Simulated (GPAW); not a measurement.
WS:

```
W S
1.0
     3.00789    0.00000    0.00000
     0.00000    3.00789    0.00000
     0.00000    0.00000    3.00789
W S
1 1
Direct
  0.50000 0.50000 0.50000
  0.00000 0.00000 0.00000
```

The cell was built by a generator and needn't be a form met in nature.

Base run:

```yaml
Program: GPAW 26.7.0
Functional: PBE
Potentials_or_basis: GPAW PAW data sets (gpaw-data 1.2.1)
Cutoff: 600 eV
Basis: pw
k_mesh: 9 × 9 × 9
Occupations: fermi-dirac, width 0.05 eV
Spin: no spin polarisation
Hubbard_terms: W d U = 5 eV
```

Its results: pressure 6.6 GPa.

Problem. The run is repeated on the same cell with these changes: hubbard terms from W d U = 5 eV to W d U = 4 eV. What comes out?

Solution. Pressure 3.4 GPa.

Caveats: U without spin polarisation on a metal has little footing.
